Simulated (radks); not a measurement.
# Au²⁺ in [Xe] 4f14 5d9: an all-electron calculation

Wanted: eigenvalues, radial structure and energy terms of the gold ion Au2+.

Program: radks (a radial shooting solver on a logarithmic mesh, Libxc functionals) version 1. Level of theory: scalar-relativistic Kohn-Sham, PBE, spin-polarised, spherical densities, finite nucleus; open shells are filled with parallel spins first. These are calculated values, not measurements, unless marked.

### Step 1. The atom as given

```
element            : gold (Z = 79)
charge             : +2
electrons          : 77
configuration      : [Xe] 4f14 5d9
nuclear rms radius : 5.4371 fm
```

Outer shells as boxes (Hund's rule):

Au²⁺
```
[Xe] core
4f [↑↓][↑↓][↑↓][↑↓][↑↓][↑↓][↑↓]
5d [↑↓][↑↓][↑↓][↑↓][↑ ]
```

### Step 2. Self-consistent calculation

The run's settings:

```text
Z 79
configuration [Xe] 4f14 5d9 6s0 6p0 5f0 6d0
relativity scalar-relativistic
functional pbe,pbe
spin polarised
nucleus finite rms 5.4371 fm
c 137.035999084
```

What does the calculation give?

**Answer**, as computed:

```
                        quantity                     value
                    total energy       -19006.5004 hartree
exchange-correlation share of it                    1.90 %
                            −T/E                    1.1182
          highest occupied level       5d down, -26.984 eV
    most extended occupied level  5d down, <r> = 1.50 bohr
 radius at density 0.001 e/bohr³                 3.51 bohr
    maxima of the radial density                         4
         ionisation energy, NIST            30 (theory) eV
```

What this shows: 5 principal shells are occupied and 4 maxima appear in the radial density; where shells overlap, one shows as a shoulder or not at all. Relativity lifts −T/E to 1.118. The top level binds by 26.984 eV, 90 % of the NIST ionisation energy of 30 eV; the potential of a semilocal functional falls off too fast, so its top eigenvalue is too shallow. Open shells are spherical and high-spin; term and fine-structure splittings are not resolved. Spin-orbit splitting is averaged out at the scalar-relativistic level.
